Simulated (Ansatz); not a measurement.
# Si2W: the cost of one run

Program: Ansatz 0.2.0. Level of theory: DFT LDA, scalar-relativistic, plane waves, PAW. These are calculated values, not measurements.

## 1. The starting structure

Symmetry: I4/mmm, No. 139, tetragonal system. The conventional cell has a = 3.214 Å, b = 3.214 Å, c = 7.830 Å, α = 90.00°, β = 90.00°, γ = 90.00°. Si (site symmetry 4mm) has 5 Si at 2.59 to 2.63 Å and 5 W at 2.62 Å as nearest neighbours. W (site symmetry 4/mmm) has 10 Si at 2.62 Å as nearest neighbours.

Structure file:

```
Si W
1.0
    -1.60690    1.60690    3.91495
     1.60690   -1.60690    3.91495
     1.60690    1.60690   -3.91495
Si W
2 1
Direct
  0.33470 0.33470 0.00000
  0.66530 0.66530 0.00000
  0.00000 0.00000 0.00000
```

The structure rests on an entry of the Crystallography Open Database; cell or positions may have been set otherwise for this series.

## 2. Relaxing cell and atoms: Si2W, no spin

The input, input.yaml:

```yaml
crystal:
  lattice:
    - [-1.6069, 1.6069, 3.91495]
    - [1.6069, -1.6069, 3.91495]
    - [1.6069, 1.6069, -3.91495]
  atoms:
    - { symbol: Si, position: [0.3347, 0.3347, 0.0] }
    - { symbol: Si, position: [0.6653, 0.6653, 0.0] }
    - { symbol: W, position: [0.0, 0.0, 0.0] }
scf:
  occupations: { method: methfessel_paxton, width: 0.1 }
output:
  forces: true
  stress: true
  eigenvalues: true
  write_density: true
  write_potential: true
  elf: true
  volumetric_format: npy
kpoints:
  mp_grid: { grid: [20, 20, 20] }
hamiltonian:
  xc: lda
relax:
  f_tol: 0.01
  adjacent_minimum: "off"
  cell: { stress_tol: 0.05 }
```

Command:

```console
> ansatz run input.yaml --threads 8 --pin off --max-ram 26624MiB --backend cpu --events-out ev --progress --plain --runs-dir out
```

What time and memory should one allow on 8 threads of Arm Neoverse N1, shared host?

About 31 s, with a peak of 0.69 GiB.
